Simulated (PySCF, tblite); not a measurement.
# C₆H₁₃O₂P: infrared bands and NMR shifts

Wanted: the infrared bands and NMR shifts of C₆H₁₃O₂P (`CCCP(C)C(=O)OC`), by calculation.

Computed with tblite 0.8.0 and PySCF 2.14.0, with density-fitted response routines of our own, on a single molecule in the gas phase. Atoms count from 0, in the outputs and in this text.

**1. The molecule as given**

22 atoms, charge 0, multiplicity 1; geometry from: GFN2-xTB.

Bonds of the start (Å): C0–C1 1.52, C1–C2 1.52, C2–P3 1.86, P3–C4 1.85, P3–C5 1.85, C5–O6 1.20, C5–O7 1.33, O7–C8 1.42, C0–H9 1.09, C0–H10 1.09, C0–H11 1.09, C1–H12 1.09, C1–H13 1.09, C2–H14 1.09, C2–H15 1.09, C4–H16 1.09, C4–H17 1.09, C4–H18 1.09, C8–H19 1.09, C8–H20 1.09, C8–H21 1.09.

**2. Vibrational analysis with GFN2-xTB**

Job settings and geometry (Å):

```
{"job": {"kind": "ir", "xc": "GFN2-xTB", "basis": "xTB"}, "charge": 0, "multiplicity": 1}
C     -3.066890    -0.248314     1.133643
C     -2.524719     0.459995    -0.099128
C     -1.064985     0.863904     0.074812
P      0.065112    -0.587035     0.368403
C      0.171554    -1.274923    -1.349398
C      1.631602     0.391433     0.329380
O      1.738806     1.561253     0.585794
O      2.640898    -0.436589     0.065157
C      3.962798     0.093322     0.078685
H     -2.481836    -1.144352     1.336383
H     -3.005155     0.401926     2.002988
H     -4.105648    -0.535958     0.988017
H     -2.624262    -0.194074    -0.968736
H     -3.116474     1.358073    -0.295172
H     -0.709963     1.418460    -0.799482
H     -0.957485     1.513655     0.947657
H      0.299334    -0.483167    -2.087067
H      1.008330    -1.968046    -1.398764
H     -0.745765    -1.823092    -1.556339
H      4.280742     0.297914    -0.945248
H      3.986364     1.016052     0.660815
H      4.607230    -0.661055     0.525966
```

**Question.** This job is followed by: GIAO PBE0/pcSseg-1 NMR shielding, non-relativistic, gas phase. What will the session give for the following? strongest single infrared mode (GFN2-xTB); zero-point energy (GFN2-xTB); 13C shifts against TMS (PBE0/pcSseg-1); 1H shifts against TMS (PBE0/pcSseg-1, means over atoms taken as alike); 31P shifts against H3PO4 (PBE0/pcSseg-1); 17O shifts against H2O (PBE0/pcSseg-1).

The runs gave:

```
                                                              quantity                                    value
                             strongest single infrared mode (GFN2-xTB)                    1751 cm⁻¹, 394 km/mol
                                          zero-point energy (GFN2-xTB)                           113.3 kcal/mol
                                13C shifts against TMS (PBE0/pcSseg-1)  189.8, 50.8, 36.2, 21.3, 16.1, 12.8 ppm
1H shifts against TMS (PBE0/pcSseg-1, means over atoms taken as alike)         4.03, 1.99, 1.56, 1.38, 1.14 ppm
                              31P shifts against H3PO4 (PBE0/pcSseg-1)                                -56.8 ppm
                                17O shifts against H2O (PBE0/pcSseg-1)                         453.2, 195.2 ppm
```

What this shows: The lowest mode is slightly imaginary (16i cm⁻¹), a soft motion within the noise of the Hessian, so the minimum is not strictly shown. The strongest single mode, at 1751 cm⁻¹, moves mainly C5 and O6. GFN2-xTB is a fitted tight-binding method: band positions and strengths are rough. Its intensities can rank the bands wrongly. H19, H20, H21 (mean) (hydrogen on a methyl carbon bonded to O) lies farthest downfield among hydrogen, at 4.03 ppm; its carbon carries O, which withdraws density. At PBE0/pcSseg-1: The largest span, 770 ppm, is at O6, where the paramagnetic term is -522 ppm.
